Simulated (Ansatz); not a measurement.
# HfNH (singlet): the correlation ladder at a displaced geometry (v2), def2-SVP

An exercise on one series of results from a longer session: the logs are not shown, and one member is left open.

Method: def2-SVP, core rule «outside noble gas», up to 5 orbitals frozen; program: Ansatz 0.2.0, Gaussian basis.

To be run: UHF; CCSD(T) on RHF; CCSD(T) on UHF; CISD; CCSDT(Q) on RHF; CCSDT(Q) on UHF.

22 further runs of the same task are left out: 6 for a known fault of the program, 6 that didn't finish, 10 set aside as unsound or not needed.

## The geometry

The geometry is a PBE0/def2-TZVP stationary point (not a proven minimum) with its atoms shifted at random (size 0.100 Å). No spin-orbit coupling is included. Elements past krypton take def2 core potentials.

3 atoms, charge 0, spin multiplicity 1.

Atoms are counted from 1 here; the program's logs count them from 0.

Bond lengths: Hf1–N2 1.773 Å, N2–H3 1.021 Å. Angles: Hf1–N2–H3 170.1°.

Set-up of the first run:

Input file in.yaml:

```yaml
crystal:
  periodic: [false, false, false]
  atoms:
    - {symbol: Hf, position_ang: [0.084376, 0.005225, 1.515824]}
    - {symbol: N, position_ang: [-0.080498, 0.013599, -0.249280]}
    - {symbol: H, position_ang: [-0.003878, -0.018825, -1.266544]}
basis:
  gaussian: {orbitals: def2-SVP}
magnetization: {spin_polarized: true, initial_magnetization: 0}
hamiltonian: {xc: hf}
output: {orbitals: {seedname: orbitals}}
```

On the command line:

```
> ansatz run in.yaml --threads 1 --pin off --events-out ev --progress --plain --max-ram 2393MiB
```

Among the steps run: UHF; CCSD(T) on RHF; CCSD(T) on UHF; CISD; CCSDT(Q) on RHF; CCSDT(Q) on UHF.

One of the session's tables, all rows but one given; the rest of the session is left out.

```
   method  from RCCSDT(Q) (kJ/mol)
      RHF                   +739.3
      UHF                   +739.2
     RMP2                    +47.5
    RCCSD                    +43.3
 RCCSD(T)                     +3.3
   RCCSDT                        ?
RCCSDT(Q)                        0
```

Estimate the missing values for RCCSDT.

The run gave: from RCCSDT(Q) (kJ/mol): +3.0. In the column «from RCCSDT(Q) (kJ/mol)» it lies between RCCSDT(Q) (0) and RCCSD(T) (+3.3).

Not comparable, so not listed: CCSD(T) on UHF; CCSDT(Q) on UHF (they don't share determinant, frozen orbitals or solution with the rows shown, or repeat one).
